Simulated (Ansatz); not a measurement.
# C4H6F2O: the cost of one run

The runs use Ansatz 0.2.0, Gaussian basis; the settings change from run to run.

### 1 The geometry

An earlier PBE0-D4 in a triple-zeta def2 set relaxation fixed the geometry.

SMILES `F[C@H]1COC[C@@H]1F`, 13 atoms, charge 0, spin multiplicity 1.

Atoms are counted from 1 here; the program's logs count them from 0.

Bond lengths: F1–C2 1.384 Å, C2–C3 1.510 Å, C2–C6 1.521 Å, C2–H8 1.091 Å, C3–O4 1.417 Å, C3–H9 1.096 Å, C3–H10 1.093 Å, O4–C5 1.417 Å, C5–C6 1.510 Å, C5–H11 1.093 Å, C5–H12 1.096 Å, C6–F7 1.384 Å, C6–H13 1.091 Å. Angles: F1–C2–C3 110.5°, F1–C2–C6 107.9°, F1–C2–H8 108.7°, C3–C2–C6 101.8°, C3–C2–H8 114.5°, C6–C2–H8 113.1°, C2–C3–O4 106.6°, C2–C3–H9 109.9°, C2–C3–H10 111.2°, O4–C3–H9 110.1°, O4–C3–H10 109.8°, H9–C3–H10 109.2°, C3–O4–C5 109.9°, O4–C5–C6 106.7°, O4–C5–H11 109.8°, O4–C5–H12 110.1°, C6–C5–H11 111.2°, C6–C5–H12 109.9° and more.

As a file:

```
F    -0.28913   -1.73035    0.94818
C     0.00043   -0.37722    0.98687
C     1.31083   -0.09538    0.29075
O     1.01811    0.03054   -1.09024
C    -0.38343    0.12102   -1.28072
C    -0.99269    0.33826    0.08417
F    -0.97570    1.68223    0.41551
H    -0.04290   -0.03982    2.02366
H     1.74150    0.83860    0.67078
H     2.02400   -0.90855    0.44532
H    -0.61292    0.95117   -1.95301
H    -0.76479   -0.81054   -1.71540
H    -2.01272   -0.03486    0.18891
```

### 2 B2PLYP/6-31++G**

Set apart from the defaults: high accuracy.

in.yaml reads:

```yaml
crystal:
  periodic: [false, false, false]
  atoms:
    - {symbol: F, position_ang: [-0.289126, -1.730353, 0.948177]}
    - {symbol: C, position_ang: [0.000428, -0.377223, 0.986873]}
    - {symbol: C, position_ang: [1.310834, -0.095383, 0.290751]}
    - {symbol: O, position_ang: [1.018108, 0.030544, -1.090237]}
    - {symbol: C, position_ang: [-0.383426, 0.121025, -1.280724]}
    - {symbol: C, position_ang: [-0.992687, 0.338257, 0.084167]}
    - {symbol: F, position_ang: [-0.975704, 1.682226, 0.415511]}
    - {symbol: H, position_ang: [-0.042898, -0.039824, 2.023665]}
    - {symbol: H, position_ang: [1.741501, 0.838603, 0.670782]}
    - {symbol: H, position_ang: [2.024001, -0.908551, 0.445323]}
    - {symbol: H, position_ang: [-0.612919, 0.951168, -1.953008]}
    - {symbol: H, position_ang: [-0.764792, -0.810535, -1.715396]}
    - {symbol: H, position_ang: [-2.012717, -0.034856, 0.188914]}
basis:
  gaussian: {orbitals: "6-31++G**"}
hamiltonian: {xc: {name: B2PLYP}}
accuracy: high
output: {forces: true}
```

Started as:

```sh
$ ansatz run in.yaml --threads 4 --pin off --events-out ev --progress --plain --max-ram 11315MiB
```

Q: Estimate wall time and peak memory on 4 threads of Intel Xeon Platinum 8259CL at 2.50GHz, shared host.

About 30 s, with a peak of 1.1 GiB.
